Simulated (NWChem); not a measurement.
## Volume series of BP (zincblende structure): lattice constant and bulk modulus

All runs are NWChem calculations. Level: LDA (Vosko), Troullier-Martins pseudopotentials (valence charges P 5, B 3), cutoff 30 Ha, shifted 4×4×4 mesh, two-atom cell, no spin-orbit coupling. The cell is scaled uniformly; the run nearest the minimum isn't listed, and energies count from the lowest row shown.

| volume (Å³/cell) | E (meV/atom) |
|---|---|
| 21.20 | 21.8 |
| 21.65 | 8.0 |
| 22.10 | 0.0 |
| 23.01 | 0.0 |
| 23.46 | 7.0 |
| 23.91 | ? |

Task: Fit the energy as a cubic in V^(−2/3), give the equilibrium lattice constant and bulk modulus, and predict the withheld row.

Result: The minimum lies at V₀ = 22.55 Å³, so a₀ = (4V₀)^(1/3) = 4.485 Å, and B₀ = V·d²E/dV² ≈ 180 GPa. The fit predicts 18.0 meV/atom at 23.91 Å³; the run gave 17.9.
